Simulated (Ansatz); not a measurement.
NaLaMnMoO6:

```
CELL_PARAMETERS angstrom
5.10934 -0.00669 0.01056
-0.23945 5.68925 0.00703
-0.92899 -2.82542 5.11884
ATOMIC_POSITIONS crystal
Na 0.40776 0.38086 0.07519
La 0.03690 0.66325 0.68598
Mn 0.44271 0.04268 0.40638
Mo 0.90251 0.96387 0.30442
O 0.73627 0.69569 0.99417
O 0.72288 0.91846 0.55299
O 0.70112 0.27368 0.37292
O 0.19224 0.75325 0.36660
O 0.17926 0.03365 0.11672
O 0.20034 0.27462 0.63197
```

The cell was built by a generator and needn't be a form met in nature.

- Program: Ansatz 0.2.0
- Task: relaxation of cell and atoms
- Functional: r2SCAN
- Potentials or basis: Ansatz PAW
- Cutoff: 500 eV (not typed: the program's choice for these potentials)
- k mesh: 4 × 4 × 4
- Occupations: fermi-dirac, width 0.05 eV
- Spin: collinear spin, ferromagnetic start
- Starting moments: [0.0, 0.0, 4.0, 1.0, 0.0, 0.0, 0.0, 0.0, 0.0, 0.0] μB

At the start: volume 14.90 Å³/atom.

Q: Where does the relaxation end?

A: It ends after 12 steps and the volume is 14.48 Å³/atom (-2.8 %); space group P1 (No. 1, to 0.05 Å); moment 3.00 μB per cell.

Step by step:
```
step  energy change (eV)  largest force (eV/Å)  volume (Å³)
   1              0.0000                0.4284       148.95
   2             -0.0300                0.1909       146.23
   3             -0.0384                0.1316       146.06
   4             -0.0440                0.0663       145.22
   5             -0.0459                0.0774       145.06
   6             -0.0467                0.0559       144.94
   7             -0.0472                0.0397       144.82
   8             -0.0473                0.0307       144.80
   9             -0.0474                0.0269       144.79
  10             -0.0474                0.0154       144.78
  11             -0.0474                0.0060       144.75
  12             -0.0452                0.0059       144.75
```

Final structure:
```cif
data_structure
_symmetry_space_group_name_H-M 'P 1'
_symmetry_Int_Tables_number 1
_cell_length_a 5.1241
_cell_length_b 5.6095
_cell_length_c 5.8491
_cell_angle_alpha 117.636
_cell_angle_beta 100.442
_cell_angle_gamma 92.826
_cell_volume 144.75
loop_
_atom_site_label
_atom_site_type_symbol
_atom_site_fract_x
_atom_site_fract_y
_atom_site_fract_z
_atom_site_occupancy
Na1 Na 0.41581 0.39074 0.08972 1
La1 La 0.05366 0.66512 0.69028 1
Mn1 Mn 0.44036 0.04353 0.41101 1
Mo1 Mo 0.89987 0.96142 0.29835 1
O1 O 0.72311 0.70526 0.97851 1
O2 O 0.72254 0.90003 0.53865 1
O3 O 0.70223 0.27568 0.38286 1
O4 O 0.18642 0.74378 0.35204 1
O5 O 0.17675 0.04849 0.12517 1
O6 O 0.20125 0.26595 0.64074 1
```

Caveat: the magnetic or orbital state may not be the lowest; the plane-wave basis is chosen anew once the cell has moved, so the energies of steps on either side of that aren't comparable; a cell with one magnetic atom can't hold antiferromagnetic order, which such compounds often take; the PAW data sets come from PBE, with cores solved anew for the run's functional, which leaves a small shift of forces and pressure; the starting moments weren't kept.
